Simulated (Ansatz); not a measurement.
# HfN+ (septet): wave-function methods side by side, def2-SVP

An exercise on one series of results from a longer session: the logs are not shown, and one member is left open.

Method: def2-SVP, core rule «outside noble gas», up to 5 orbitals frozen; program: Ansatz 0.2.0, Gaussian basis.

To be run: UHF; CCSD(T) on ROHF; CCSD(T) on UHF; CISD; CCSDT(Q) on ROHF; CCSDT(Q) on UHF.

13 further runs of the same task are left out: 7 for a known fault of the program, 4 that didn't finish, 2 set aside as unsound or not needed.

## The geometry

The geometry is a PBE0/def2-TZVP stationary point (not a proven minimum) of the parent state, kept for this charge and spin. No spin-orbit coupling is included. Elements past krypton take def2 core potentials.

2 atoms, charge 1, spin multiplicity 7.

Atoms are counted from 1 here; the program's logs count them from 0.

Bond lengths: Hf1–N2 2.049 Å.

Set-up of the first run:

in.yaml reads:

```yaml
crystal:
  periodic: [false, false, false]
  atoms:
    - {symbol: Hf, position_ang: [0.000000, 0.000000, 0.000000]}
    - {symbol: N, position_ang: [0.000000, 0.000000, 2.048600]}
basis:
  gaussian: {orbitals: def2-SVP}
total_charge: 1
magnetization: {spin_polarized: true, initial_magnetization: 6}
hamiltonian: {xc: hf}
output: {orbitals: {seedname: orbitals}}
```

The run is started by

```sh
$ ansatz run in.yaml --threads 1 --pin off --events-out ev --progress --plain --max-ram 2393MiB
```

Steps of the session up to this table: UHF; CCSD(T) on ROHF; CCSD(T) on UHF; CISD; CCSDT(Q) on ROHF; CCSDT(Q) on UHF.

One of the session's tables, all rows but one given; the rest of the session is left out.

```
   method  from RCCSDT(Q) (meV)
     ROHF               +2968.4
      UHF               +2783.3
     RMP2                     ?
     UMP2                +477.8
    RCCSD                 +48.7
    UCCSD                 -47.3
 RCCSD(T)                  +9.8
 UCCSD(T)                 -85.7
   RCCSDT                  +1.0
   UCCSDT                 -94.3
RCCSDT(Q)                     0
UCCSDT(Q)                 -95.3
```

Estimate the missing values for RMP2.

**Answer.** from RCCSDT(Q) (meV): +587.5. In the column «from RCCSDT(Q) (meV)» it lies between UMP2 (+477.8) and UHF (+2783.3).

Not comparable, so not listed: CISD (they don't share determinant, frozen orbitals or solution with the rows shown, or repeat one).

To keep in mind: Restricted and unrestricted rows rest on different reference determinants; where their highest levels disagree by more than a few hundredths of an eV, they describe different states and don't form one ladder.
